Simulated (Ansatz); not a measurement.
a series on the CsCl structure: SrBe, SrMg, SrCa, BaSr: a table of relaxed lattice constants and trends, run with Ansatz 0.2.0 through its Python package.

Script `series.py`:
```python
'''Element substitution on the CsCl prototype.'''

import csv
import warnings

import ansatz as az
import numpy as np


def cscl(first, second, a):
    return (
        az.Lattice.cubic(a)
        .space_group(221)
        .atom(first, [0, 0, 0])
        .atom(second, [0.5, 0.5, 0.5])
    )


def run_phase(name, crystal, relax=True):
    calc = (
        crystal.calculation()
        .functional('LDA')
        .basis(460)
        .kpoints(spacing=0.3)
        .occupations('cold', width=0.05)
        .stress()
        .band_table()
    )
    if relax:
        calc = calc.relax(force_tolerance=0.02, cell=True)
    return calc.run(threads=1, pin='off')

def bulk_modulus(name, outcome, step=0.02):
    # B = -V dP/dV from the pressures of two uniformly scaled cells, atoms held at their fractions
    pressure = []
    for factor in (1 - step, 1.0, 1 + step):
        cell = az.Crystal(lattice=az.Lattice.of(outcome.lattice.cell_ang * factor ** (1 / 3)))
        for site in outcome.report['lattice']['sites']:
            cell = cell.atom(site['symbol'], site['position_frac'])
        pressure.append(np.trace(run_phase(name, cell, relax=False).report['stress_gpa']) / 3)
    slope, bend = (pressure[0] - pressure[2]) / (2 * step), abs(pressure[0] + pressure[2] - 2 * pressure[1])
    # a jump of mesh or basis between the cells shows as a kink: no modulus then
    return float(slope) if bend < 12 * step**2 * abs(slope) + 0.15 and abs(pressure[1]) < 1.5 else float('nan')


def volume_per_atom(outcome):
    return abs(np.linalg.det(outcome.lattice.cell_ang)) / len(outcome.lattice.sites)

# rough a for each member; the cell is relaxed
warnings.simplefilter('ignore')

phases = {}
phases['SrBe'] = cscl('Sr', 'Be', 3.63)
phases['SrMg'] = cscl('Sr', 'Mg', 4.19)
phases['SrCa'] = cscl('Sr', 'Ca', 4.63)
phases['BaSr'] = cscl('Sr', 'Ba', 5.11)

done = {}
for name, crystal in phases.items():
    try:
        done[name] = run_phase(name, crystal)
    except az.NonConvergedError as error:
        print(name, 'did not converge:', str(error)[:120])

rows = [(name, float(np.linalg.norm(o.lattice.cell_ang[0])), volume_per_atom(o), bulk_modulus(name, o)) for name, o in done.items()]
with open('series.csv', 'w', newline='') as handle:
    writer = csv.writer(handle)
    writer.writerow(['compound', 'a (A)', 'V (A^3/atom)', 'B (GPa)'])
    writer.writerows([round(v, 4) if isinstance(v, float) else v for v in row] for row in rows)
print(open('series.csv').read())
```

Rank the compounds by their relaxed volume per atom.

From smallest to largest: SrBe (24.25 Å³), SrMg (33.29 Å³), SrCa (42.08 Å³) and BaSr (51.92 Å³). The largest is 114 % above the smallest.

The output:

Output of `python series.py`:
```text
compound,a (A),V (A^3/atom),B (GPa)
SrBe,3.6467,24.247,35.3761
SrMg,4.0531,33.292,22.9786
SrCa,4.3825,42.0848,17.4231
BaSr,4.7002,51.9172,13.1051
```

For the metals among these phases the mesh is modest: differences between phases can be off by up to 40 meV an atom. The bulk modulus is taken at fixed shape and positions, an upper value where these are free. Pressure is positive in compression. The cells are built on a prototype by substitution; a member may or may not take this structure in nature. It ran for 31 s on 1 thread of Arm Neoverse V2 (shared host), peak memory 0.42 GiB.
